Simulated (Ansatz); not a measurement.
YRh, space group Pm-3m: an equation of state with a fit, run with the Ansatz DFT code, driven from Python.

The script, `eos.py`:
```python
"""Equation of state of YRh."""

import ansatz as az
import numpy as np
from scipy.optimize import curve_fit

VECTORS = np.array([
    [3.407, 0.0, 0.0],
    [0.0, 3.407, 0.0],
    [0.0, 0.0, 3.407],
])
SITES = [
    ("Y", (0.5, 0.5, 0.5)),
    ("Rh", (0.0, 0.0, 0.0)),
]


def build(cell):
    crystal = az.Crystal(lattice=az.Lattice.of(cell))
    for symbol, position in SITES:
        crystal = crystal.atom(symbol, position)
    return crystal

def vinet(v, e0, v0, b0, b1):
    eta = (v / v0) ** (1 / 3)
    return e0 + 2 * b0 * v0 / (b1 - 1) ** 2 * (2 - (5 + 3 * b1 * (eta - 1) - 3 * eta) * np.exp(-1.5 * (b1 - 1) * (eta - 1)))


def main() -> None:
    # scale the volume, keep shape and fractions
    volumes, energies, pressures = [], [], []
    for scale in np.linspace(0.95, 1.07, 5):
        cell = VECTORS * scale ** (1 / 3)
        setup = (
            build(cell).calculation()
            .functional("PBEsol")
            .occupations("fermi_dirac", width=0.1)
            .basis(41 * az.Ry)
            .scf(max_iterations=70)
            .kpoints(9, 9, 9)
            .stress()
        )
        report = setup.run(threads=1, backend="cpu").report
        volumes.append(abs(np.linalg.det(cell)) / len(SITES))
        energies.append(report["free_energy_ev"] / len(SITES))
        pressures.append(np.trace(report["stress_gpa"]) / 3)
        print(f"V = {volumes[-1]:8.4f} A^3/atom  F = {energies[-1]:.5f} eV/atom  P = {pressures[-1]:8.3f} GPa")

    guess = (min(energies), volumes[int(np.argmin(energies))], 0.5, 4.5)
    (e0, v0, b0, b1), _ = curve_fit(vinet, np.array(volumes), np.array(energies), p0=guess, maxfev=20000)
    print(f"Vinet fit: V0 = {v0:.4f} A^3/atom, B0 = {160.21766 * b0:.1f} GPa, B1 = {b1:.2f}")
    print("largest residual", round(1000 * float(np.abs(vinet(np.array(volumes), e0, v0, b0, b1) - energies).max()), 3), "meV/atom")


if __name__ == "__main__":
    main()
```

Its results, one of them left out:

| V (Å³/atom) | F less the lowest row shown (meV/atom) |
| --- | --- |
| 18.785 | 0.00 |
| 19.378 | ? |
| 19.971 | 0.08 |
| 20.565 | 18.67 |
| 21.158 | 47.17 |

What is the missing energy at 19.378 Å³ an atom?

A third-order Birch-Murnaghan fit, E = E0 + (9 V0 B0 / 16) [(t - 1)³ B' + (t - 1)² (6 - 4t)] with t = (V0/V)^(2/3), through the 4 rows shown gives V0 = 19.360 Å³, B0 = 121.6 GPa, B' = 4.37 and E0 = -6.84 meV. At V = 19.378 Å³, t = 0.99938, and the fit interpolates to -6.84 meV. The run gave -6.83 meV, a miss of 0.00 meV.

For a metal this k-point mesh is coarse: on a finer one energies can move by several to tens of meV an atom and pressures by half a GPa or more, differences at one mesh by less. Pressure is positive in compression. The starting cell is as deposited in a crystallographic database; the results hold for this polymorph, which needn't be the stable one. Hardware and time: 10 s on 1 thread of Arm Neoverse V1, with other jobs on the host, peak memory 0.45 GiB.
